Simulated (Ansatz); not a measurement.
This script makes an equation of state with a fit of MoRh, space group P-6m2 with the Python package of Ansatz (0.2.0).

`run_eos.py`
```python
"""Energy against volume for MoRh, with a fit."""

from dataclasses import dataclass
import warnings

import ansatz as az
import numpy as np
from scipy.optimize import curve_fit


@dataclass(frozen=True)
class Settings:
    smearing: str = "cold"
    width_ev: float = 0.05
    functional: str = "pbesol"
    ecut: int = 500
    mesh: tuple[int, ...] = (12, 12, 7)


settings = Settings()

VECTORS = np.array([
    [2.795433, 0.0, 0.0],
    [-1.397716, 2.420916, 0.0],
    [0.0, 0.0, 4.437367],
])
SITES = [
    ("Mo", (0.0, 0.0, 0.5)),
    ("Rh", (1 / 3, 2 / 3, 0.0)),
]


def on_lattice(cell):
    crystal = az.Crystal(lattice=az.Lattice.of(cell))
    for symbol, position in SITES:
        crystal = crystal.atom(symbol, position)
    return crystal

def vinet(v, e0, v0, b0, b1):
    eta = (v / v0) ** (1 / 3)
    return e0 + 2 * b0 * v0 / (b1 - 1) ** 2 * (2 - (5 + 3 * b1 * (eta - 1) - 3 * eta) * np.exp(-1.5 * (b1 - 1) * (eta - 1)))


def main() -> None:
    warnings.simplefilter("ignore", az.DeckWarning)

    # uniform scaling of the cell
    volumes, energies = [], []
    for scale in np.linspace(0.92, 1.08, 7):
        cell = VECTORS * scale ** (1 / 3)
        calculation = (
            on_lattice(cell).calculation()
            .occupations(settings.smearing, width=settings.width_ev)
            .functional(settings.functional)
            .basis(settings.ecut)
            .kpoints(*settings.mesh)
        )
        data = calculation.run(threads=1, backend="cpu").report
        volumes.append(abs(np.linalg.det(cell)) / len(SITES))
        energies.append(data["free_energy_ev"] / len(SITES))
        print(f"V = {volumes[-1]:8.4f} A^3/atom  F = {energies[-1]:.5f} eV/atom")

    guess = (min(energies), volumes[int(np.argmin(energies))], 0.5, 4.5)
    (e0, v0, b0, b1), _ = curve_fit(vinet, np.array(volumes), np.array(energies), p0=guess, maxfev=20000)
    print(f"Vinet fit: V0 = {v0:.4f} A^3/atom, B0 = {160.21766 * b0:.1f} GPa, B1 = {b1:.2f}")
    print("largest residual", round(1000 * float(np.abs(vinet(np.array(volumes), e0, v0, b0, b1) - energies).max()), 3), "meV/atom")


if __name__ == "__main__":
    main()
```

Its results, one of them left out:

| V (Å³/atom) | F less the lowest row shown (meV/atom) |
| --- | --- |
| 13.814 | ? |
| 14.214 | 0.00 |
| 14.615 | 5.89 |
| 15.015 | 29.78 |
| 15.415 | 69.04 |
| 15.816 | 121.35 |
| 16.216 | 184.74 |

What is the missing energy at 13.814 Å³ an atom?

A third-order Birch-Murnaghan fit, E = E0 + (9 V0 B0 / 16) [(t - 1)³ B' + (t - 1)² (6 - 4t)] with t = (V0/V)^(2/3), through the 6 rows shown gives V0 = 14.294 Å³, B0 = 292.4 GPa, B' = 4.76 and E0 = -0.41 meV. At V = 13.814 Å³, t = 1.02304, and the fit extrapolates to 15.31 meV. The run gave 15.18 meV, a miss of 0.13 meV.

Reading the output:
- No spin polarisation was allowed.
- Shape and fractional positions are held along the curve, so the bulk modulus is an upper value where they are free to relax, by a factor of two or more in layered or hydrogen-bonded cells.
- The structure comes from a database of computed cells and needn't be a stable or known phase.
- Hardware and time: 23 s on 1 thread of Intel(R) Xeon(R) Processor @ 2.30GHz (shared host), peak memory 0.61 GiB.
